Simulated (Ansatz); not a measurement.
# Ni2Ge: properties at the relaxed cell

One table from this session's results is given with a row withheld; the runs are named, their logs left out.

Computed with Ansatz 0.2.0 (DFT PBEsol, scalar-relativistic, plane waves, PAW, unless a step's input says otherwise).

## Starting point

It takes space group Pnma (No. 62, orthorhombic). Conventional cell: a = 5.049 Å, b = 3.788 Å, c = 7.181 Å, α = 90.00°, β = 90.00°, γ = 90.00°. Around Ni (site symmetry m) lie 5 Ge at 2.34 to 2.73 Å and 8 Ni at 2.60 to 2.74 Å. Around Ni (site symmetry m) lie 5 Ge at 2.39 to 2.60 Å and 8 Ni at 2.59 to 2.74 Å. Ge (site symmetry m) is surrounded by 9 Ni at 2.34 to 2.60 Å.

Coordinates:

```
Ni Ge
1.0
     5.04870    0.00000    0.00000
     0.00000    3.78812    0.00000
     0.00000    0.00000    7.18087
Ni Ge
8 4
Direct
  0.17253 0.75000 0.43967
  0.82747 0.25000 0.56033
  0.67253 0.75000 0.06033
  0.32747 0.25000 0.93967
  0.54457 0.75000 0.70978
  0.45543 0.25000 0.29022
  0.04457 0.75000 0.79022
  0.95543 0.25000 0.20978
  0.20910 0.75000 0.11265
  0.79090 0.25000 0.88735
  0.70910 0.75000 0.38735
  0.29090 0.25000 0.61265
```

It goes back to an entry of the Materials Project, which need not be the stable form.

This cell was relaxed beforehand with the same method: volume 11.44 Å³/atom, gap on the mesh none (metal).

Set-up of the first run:

input.yaml

```yaml
crystal:
  lattice:
    - [4.9976981402, 0.0, 0.0]
    - [0.0, 3.7498516646, 0.0]
    - [0.0, 0.0, 7.1083348329]
  atoms:
    - { symbol: Ni, position: [0.1725304127, 0.75, 0.4396650875] }
    - { symbol: Ni, position: [0.8274695873, 0.25, 0.5603349125] }
    - { symbol: Ni, position: [0.6725304127, 0.75, 0.0603349125] }
    - { symbol: Ni, position: [0.3274695873, 0.25, 0.9396650875] }
    - { symbol: Ni, position: [0.544566594, 0.75, 0.709782785] }
    - { symbol: Ni, position: [0.455433406, 0.25, 0.290217215] }
    - { symbol: Ni, position: [0.044566594, 0.75, 0.790217215] }
    - { symbol: Ni, position: [0.955433406, 0.25, 0.209782785] }
    - { symbol: Ge, position: [0.2091041108, 0.75, 0.1126476264] }
    - { symbol: Ge, position: [0.7908958892, 0.25, 0.8873523736] }
    - { symbol: Ge, position: [0.7091041108, 0.75, 0.3873523736] }
    - { symbol: Ge, position: [0.2908958892, 0.25, 0.6126476264] }
basis:
  ecutwfc: 420
kpoints:
  mp_grid: { grid: [8, 10, 6] }
hamiltonian:
  xc: pbesol
scf:
  occupations: { method: gaussian, width: 0.1 }
output:
  forces: true
  stress: true
  eigenvalues: true
  write_density: true
  write_potential: true
  elf: true
  volumetric_format: npy
relax:
  adjacent_minimum: "off"
  f_tol: 0.01
  max_steps: 30
  cell: { stress_tol: 0.1, fix: [volume] }
```

The run is started by

```console
> ansatz run input.yaml --threads 2 --pin off --max-ram 5120MiB --backend cpu --events-out ev --progress --plain --runs-dir out
```

Among the steps run: Point at V/V0 = 0.97; Volume × 1.03; The cell scaled to 0.94 of its volume; Volume × 1.06.

One table of the session follows, with a row left open; its other results are not shown here.

It belongs to the step «Energy against volume». 

| volume (Å³/atom) | energy above the lowest point (meV/atom) | pressure (GPa) |
| --- | --- | --- |
| 10.758 | 27.7 | 13.82 |
| 11.101 | ? | ? |
| 11.445 | 0.0 | 0.00 |
| 11.788 | 5.8 | -5.21 |
| 12.131 | 21.7 | -9.51 |

Q: Estimate the row for volume (Å³/atom) = 11.101 from the others.

Worked estimate for «energy above the lowest point (meV/atom)». A straight line through the neighbours (10.758, 27.7) and (11.445, 0.0) gives 27.7 + (0.0 − 27.7) × (11.101 − 10.758) / (11.445 − 10.758) = 13.9; a parabola fitted to 3 rows on both sides gives 7.3.

**Answer.** energy above the lowest point (meV/atom): 6.5; pressure (GPa): 6.27. In «energy above the lowest point (meV/atom)» the line misses by +7.4 and the parabola by +0.8.

Caveats from the session: Spin polarisation is off in the runs that give these values; a magnetic solution could lie lower.
